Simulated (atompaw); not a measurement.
**V: generating and testing a PAW (atompaw) potential**

Task: generate the file, and judge it by its logarithmic derivatives, its ghosts and its cutoff.

Method: atompaw 4.2.0.5, PBE, scalar-relativistic.

**1. Starting point**

Typed settings, in words:

```json
{
 "element": "vanadium (V, Z = 23)",
 "type": "PAW",
 "frozen core": "[Ne]",
 "valence charge": "13",
 "reference configuration": "3s2 3p6 3d3 4s1.75 4p0.25",
 "partial waves": "3s (bound): rc 1.65 bohr; 4s (bound): rc 2.40 bohr; 3p (bound): rc 1.70 bohr; 4p (bound): rc 1.65 bohr; 3d (bound): rc 2.40 bohr; 3d channel at 1.8 Ry: rc 2.40 bohr",
 "local potential": "troulliermartins scheme with l = 3 at 0 Ry, radius 2.25 bohr",
 "core correction": "smooth core density matched at 1.85 bohr",
 "augmentation charge": "besselshape compensation charge, radius 2.05 bohr; PAW radius 2.40 bohr; waves and projectors: custom polynom gramschmidtortho"
}
```

The nodes and maxima of the atom's own shells, from an earlier all-electron run, set the scale for the radii.

All-electron outer shells of the reference configuration (PBE, scalar-relativistic, ld1.x):

| shell | level (eV) | outermost node (bohr) | outermost maximum (bohr) |
| --- | --- | --- | --- |
| 2s | -603.00 | 0.09 | 0.26 |
| 2p | -503.52 | – | 0.21 |
| 3s | -70.61 | 0.38 | 0.82 |
| 3p | -44.41 | 0.35 | 0.84 |
| 3d | -5.52 | – | 0.90 |
| 4s | -4.93 | 1.17 | 2.76 |
| 4p | -1.63 | 1.30 | 3.63 |

**2. Generation**

V.input reads:

```
V 23
GGA-PBE scalarrelativistic loggrid 1500 logderivrange -7 5 301
4 4 3 0 0 0
4 0 1.75
4 1 0.25
3 2 3
0 0 0
c
c
v
v
c
v
v
v
2
2.40 2.05 2.25 1.85
n
n
y
1.8
n
custom polynom gramschmidtortho besselshape
3 0 troulliermartins
1.65
2.40
1.70
1.65
2.40
2.40
PWSCFOUT
UPFDX 0.0125d0 UPFXMIN -7.d0 UPFZMESH 23.d0
END
```

The run is started by

```
$ atompaw < V.input > V.log
```

Before running it: what results should come out? Wanted: cutoffs for 10 and 1 mRy, occupied levels; bound ghosts; largest phase difference near zero energy, channels read; lowest eigenvalue of the overlap; share of valence orbitals outside the PAW sphere; UPF file.

The runs gave:

```
                                                quantity                                      value
               cutoffs for 10 and 1 mRy, occupied levels                            35 Ry and 50 Ry
                                            bound ghosts                                 none found
largest phase difference near zero energy, channels read                                  0.005 rad
         lowest eigenvalue of the overlap (Bessel basis)                                  0.493 (s)
        share of valence orbitals outside the PAW sphere  3s 0 %, 4s 76 %, 3p 1 %, 4p 92 %, 3d 12 %
                                                UPF file                                    written
```

In words: It counts as soft on the atom at that tolerance, with 35 Ry needed at the looser tolerance. The slowest occupied level is 3p: taken alone it needs 40 Ry to come within 1 mRy, against 25 Ry for 4p. No bound ghost shows below the valence levels. Near zero energy the phases of the channels with partial waves agree within 0.005 rad.
